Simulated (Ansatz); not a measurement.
H4SSeSi, SMILES S[SiH2][SeH], an active-space calculation

With Ansatz 0.2.0, Python API.

Run as a notebook:

In [1]:
```python
import ansatz as az
```

In [2]:
```python
BASIS = "def2-SVP"
```

In [3]:
```python
GEOMETRY = """
S    -2.05110    0.06550   -0.44970
Si   -0.11000    0.35620    0.29360
Se    1.04130   -1.56360   -0.04190
H    -1.55410   -0.13660   -1.76570
H     0.55590    1.45600   -0.43550
H    -0.16100    0.68100    1.73030
H     2.34030   -0.92650    0.62310
"""
```

In [4]:
```python
geometry = az.Crystal.molecule()
for line in GEOMETRY.strip().splitlines():
    symbol, *xyz = line.split()
    geometry = geometry.atom(symbol, [float(v) for v in xyz])
```

In [5]:
```python
base = (
    geometry.calculation()
    .basis(gaussian=BASIS)
    .correlation(active_electrons=4, active_orbitals=5)
)
for method in ["sc_nevpt2"]:
    data = (base if method is None else base.correlation(method)).run().report
    space = data["configurations"]
    state = space["states"][0]
    print(method or "casscf", f"total {data['free_energy_ev'] / 27.211386246:.6f} Ha, active-space state {state['energy']['hartree']:.6f} Ha, mean field {data['reference_energy_ev'] / 27.211386246:.6f} Ha")
    print("  determinants", state["n_determinants"], " natural occupations", [round(n, 3) for n in space["natural_occupations"]])
print("effectively unpaired electrons, sum of min(n, 2 - n):", round(sum(min(n, 2 - n) for n in space["natural_occupations"]), 3))
```
```text
sc_nevpt2 total -3088.633254 Ha, active-space state -3088.203132 Ha, mean field -3088.161855 Ha
  determinants 100  natural occupations [1.968, 1.96, 0.04, 0.027, 0.005]
effectively unpaired electrons, sum of min(n, 2 - n): 0.143
```

Total energies depend on the basis set; only differences at equal settings carry meaning. The geometry is a force-field or estimated start, not a minimum of this method, and the basis set is short of its limit. The active space starts as a window about the frontier orbitals and is then optimised, not chosen by chemistry. Run time: 26 s on 1 thread of Intel(R) Xeon(R) Platinum 8488C (Sapphire Rapids), on a shared host, peak memory 0.32 GiB.

(Lines on the test bed's own set-up are left out of the output.)
